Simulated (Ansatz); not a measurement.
# MoN (quartet): the correlation ladder, def2-QZVPP

The task here is to estimate one member of a computed series from the others.

Method: def2-QZVPP, core rule «outside noble gas», up to 5 orbitals frozen; program: Ansatz 0.2.0, Gaussian basis.

The runs, in order: UHF; ROHF; CCSD(T) on UHF.

2 further runs of the same task are left out: 2 set aside as unsound or not needed.

### What is computed

The geometry is a PBE0/def2-TZVP stationary point (not a proven minimum) of the parent state, kept for this charge and spin. No spin-orbit coupling is included. Elements past krypton take def2 core potentials.

2 atoms, charge 0, spin multiplicity 4.

Atoms are counted from 1 here; the program's logs count them from 0.

Bond lengths: Mo1–N2 1.834 Å.

Set-up of the first run:

File in.yaml:

```yaml
crystal:
  periodic: [false, false, false]
  atoms:
    - {symbol: Mo, position_ang: [0.000000, 0.000000, 0.000000]}
    - {symbol: N, position_ang: [0.000000, 0.000000, 1.833800]}
basis:
  gaussian: {orbitals: "def2-QZVPP.json"}
magnetization: {spin_polarized: true, initial_magnetization: 3}
hamiltonian: {xc: hf}
output: {orbitals: {seedname: orbitals}}
```

On the command line:

```bash
$ ansatz run in.yaml --threads 1 --pin off --events-out ev --progress --plain --max-ram 4096MiB --backend cpu
```

Among the steps run: UHF; ROHF; CCSD(T) on UHF.

One table of the session follows, with a row left open; its other results are not shown here.

It belongs to the step «Misses and costs». 

```
  method  from UCCSD(T) (meV)
    ROHF             +12721.1
     UHF              +9649.8
    UMP2                    ?
   UCCSD               +699.4
UCCSD(T)                    0
```

**Question.** Estimate the row for UMP2.

**Answer.** from UCCSD(T) (meV): +2022.7. In the column «from UCCSD(T) (meV)» it lies between UCCSD (+699.4) and UHF (+9649.8).

To keep in mind: The determinant is far from a pure spin state, so its energy mixes those of several spin states (harmless only where they are near-degenerate, as at dissociation).
